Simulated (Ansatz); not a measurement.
Run this with the Ansatz DFT code, driven from Python and show what comes out.

`gepbo3.py`:
```python
"""One structure of GePbO3 under several functionals."""

from dataclasses import dataclass
import logging
import sys

import ansatz as az
import pandas as pd

logging.basicConfig(stream=sys.stdout, format="%(levelname)s %(message)s")
logger = logging.getLogger("calc")
logger.setLevel(logging.INFO)


@dataclass(frozen=True)
class Settings:
    kmesh: tuple[int, ...] = (5, 5, 5)
    cutoff_ev: int = 530
    occupations: str = "Fermi-Dirac"
    width_ev: float = 0.3


settings = Settings()


def main() -> None:
    cell = (
        az.Lattice.of((3.88844, 0.0, 0.0), (0.0, 3.88844, 0.0), (0.0, 0.0, 3.88844))
        .atom("Ge", (0.5, 0.5, 0.5))
        .atom("Pb", (0.0, 0.0, 0.0))
        .atom("O", (0.0, 0.5, 0.5))
        .atom("O", (0.5, 0.5, 0.0))
        .atom("O", (0.5, 0.0, 0.5))
    )

    base = (
        cell.calculation()
        .kpoints(mesh=settings.kmesh)
        .basis(settings.cutoff_ev, density_ratio=4)
        .occupations(settings.occupations, width=settings.width_ev)
    )

    rows = []
    for value in ["blyp", "pbesol", "lda"]:
        summary = base.functional(value).run(threads=1).report
        rows.append((value, summary["free_energy_ev"] / len(summary["lattice"]["sites"]), summary["n_iterations"], summary["n_kpoints"]))

    table = pd.DataFrame(rows, columns=["functional", "F/atom (eV)", "iterations", "k-points"])
    print(table.round(5).to_string(index=False))


if __name__ == "__main__":
    main()
```

Running `python gepbo3.py` prints:
```text
functional  F/atom (eV)  iterations  k-points
      blyp  -3589.32356           7        10
    pbesol  -3538.07006           7        10
       lda  -3496.66779           7        10
```

What to keep in mind:
- BLYP can be off by several per cent in the lattices of metals, and by several GPa in the pressure at a fixed cell.
- For a metal this k-point mesh is coarse: on a finer one energies can move by several to tens of meV an atom and pressures by half a GPa or more, differences at one mesh by less.
- The smearing is wide enough that free energy and stress hold a thermal part of the electrons.
- Spin-orbit coupling, which matters for elements this heavy, is left out.
- The structure comes from a database of computed cells and needn't be a stable or known phase.
- Total energies of different functionals can't be compared; pressures, moments and gaps at this one structure can.
- It ran for 8.3 s on 1 thread of Arm Neoverse V1, on a shared host, peak memory 0.44 GiB.

(Lines on the test bed's own set-up are left out of the output.)
